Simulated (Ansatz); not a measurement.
# C2H5GaOS: the cost of one run

All numbers below are computed with Ansatz 0.2.0 (RKS PBE-D4/def2-SVP).

1 further run of the same task is left out (it didn't finish).

**1. The structure to begin with**

Bond lengths: O1–C2 1.222 Å, C2–C3 1.470 Å, C3–S4 1.830 Å, O1–Ga5 2.081 Å, S4–Ga5 2.287 Å, C2–H6 1.101 Å, C3–H7 1.093 Å, C3–H8 1.093 Å, Ga5–H9 1.550 Å, Ga5–H10 1.550 Å. Angles (14 of 17 angles, heavy atoms first): O1–C2–C3 124.3°, C2–O1–Ga5 118.1°, C2–C3–S4 114.5°, C3–S4–Ga5 96.8°, O1–Ga5–S4 86.2°, O1–C2–H6 119.2°, C3–C2–H6 116.5°, C2–C3–H7 109.2°, C2–C3–H8 109.4°, S4–C3–H7 108.2°, S4–C3–H8 108.4°, O1–Ga5–H9 100.6°, O1–Ga5–H10 100.9°, S4–Ga5–H9 118.9°.

As a file:

```xyz
10

O     0.1715    0.7942    0.9972
C     0.3805   -0.4084    1.0578
C     0.1982   -1.3382   -0.0656
S    -0.3965   -0.5556   -1.6090
Ga   -0.4997    1.5841   -0.8076
H     0.7309   -0.8463    2.0053
H     1.1488   -1.8350   -0.2784
H    -0.5106   -2.1196    0.2203
H    -1.8734    2.1579   -0.3759
H     0.6504    2.5671   -1.1442
```

**2. End point A**

input.yaml

```yaml
crystal:
  periodic: [false, false, false]
  atoms:
    - { symbol: O, position_ang: [0.17152, 0.79415, 0.99725] }
    - { symbol: C, position_ang: [0.38052, -0.40838, 1.05783] }
    - { symbol: C, position_ang: [0.19822, -1.33825, -0.06556] }
    - { symbol: S, position_ang: [-0.39652, -0.55558, -1.60899] }
    - { symbol: Ga, position_ang: [-0.49967, 1.58407, -0.80763] }
    - { symbol: H, position_ang: [0.73086, -0.84629, 2.00531] }
    - { symbol: H, position_ang: [1.14876, -1.83504, -0.27844] }
    - { symbol: H, position_ang: [-0.51064, -2.11963, 0.22026] }
    - { symbol: H, position_ang: [-1.87343, 2.15787, -0.37588] }
    - { symbol: H, position_ang: [0.65039, 2.56708, -1.14415] }
basis:
  gaussian: { orbitals: def2-SVP }
hamiltonian:
  xc: pbe
  dispersion: d4
relax:
  f_tol: 0.02
  max_steps: 50
```

Run with:

```sh
ansatz run input.yaml --threads 2 --pin off --max-ram 3072MiB --backend cpu --events-out ev --progress --plain --runs-dir out
```

Q: Estimate wall time and peak memory on 2 threads of Intel Xeon 6975P-C (Granite Rapids), shared host.

About 10 s, with a peak of 0.18 GiB.
